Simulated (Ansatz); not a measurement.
# Bi2H2Se3: the cost of one run

Computed with Ansatz 0.2.0 (DFT PBE+D3(BJ), scalar-relativistic, plane waves, PAW, unless a step's input says otherwise).

2 further runs of the same task are left out: 2 set aside as unsound or not needed.

## (1) The structure to begin with

The structure is trigonal, space group R-3m (No. 166). The conventional cell has a = 4.141 Å, b = 4.141 Å, c = 28.534 Å, α = 90.00°, β = 90.00°, γ = 120.00°. Around Bi (site symmetry 3m) lie 6 Se at 2.86 to 3.07 Å. Around Se (site symmetry -3m) lie 6 Bi at 3.07 Å. Se (site symmetry 3m) has 3 Bi at 2.86 Å as nearest neighbours.

As a file:

```
CELL_PARAMETERS angstrom
2.07033 1.19530 9.51128
-2.07033 1.19530 9.51128
0.00000 -2.39061 9.51128
ATOMIC_POSITIONS crystal
Bi 0.40078 0.40078 0.40078
Bi 0.59922 0.59922 0.59922
Se 0.00000 0.00000 0.00000
Se 0.21070 0.21070 0.21070
Se 0.78930 0.78930 0.78930
```

This cell was relaxed beforehand with the same method: volume 28.24 Å³/atom, gap on the mesh 0.17 eV.

Its energy, with the smearing taken to zero, is -41204.2198 eV for the 5-atom cell on a 12×12×12 mesh; differences below count from it.

## (2) Case: 2 H put on empty site 2 in one host cell

The empty site lies 2.41 Å from the nearest host atom; the cell of 1 host cell is widened for the start only if the site is tight.

The cell holds 2 Bi, 3 Se, 2 H: a = 9.807 Å, b = 9.807 Å, c = 9.807 Å, α = 24.37°, β = 24.37°, γ = 24.37°.

## (3) A first look at the start

The input, input.yaml:

```yaml
crystal:
  lattice:
    - [2.0703280692, 1.1953044681, 9.5112789371]
    - [-2.0703280692, 1.1953044681, 9.5112789371]
    - [0.0, -2.3906089362, 9.5112789371]
  atoms:
    - { symbol: Bi, position: [0.4007810608, 0.4007810608, 0.4007810608] }
    - { symbol: Bi, position: [0.5992189392, 0.5992189392, 0.5992189392] }
    - { symbol: Se, position: [0.0, 0.0, 0.0] }
    - { symbol: Se, position: [0.2106961066, 0.2106961066, 0.2106961066] }
    - { symbol: Se, position: [0.7893038934, 0.7893038934, 0.7893038934] }
    - { symbol: H, position: [0.1111111111, 0.1111111111, 0.1111111111] }
    - { symbol: H, position: [0.8888888889, 0.8888888889, 0.8888888889] }
basis:
  ecutwfc: 420
kpoints:
  mp_grid: { grid: [6, 6, 6] }
hamiltonian:
  xc: pbe
  dispersion: d3bj
scf:
  occupations: { method: gaussian, width: 0.1 }
output:
  forces: true
  stress: true
  eigenvalues: true
```

On the command line:

```bash
> ansatz run input.yaml --threads 2 --pin off --max-ram 5120MiB --backend cpu --events-out ev --progress --plain --runs-dir out
```

Q: Estimate wall time and peak memory on 2 threads of Arm Neoverse V1, shared host.

About 6.8 s, with a peak of 0.51 GiB.
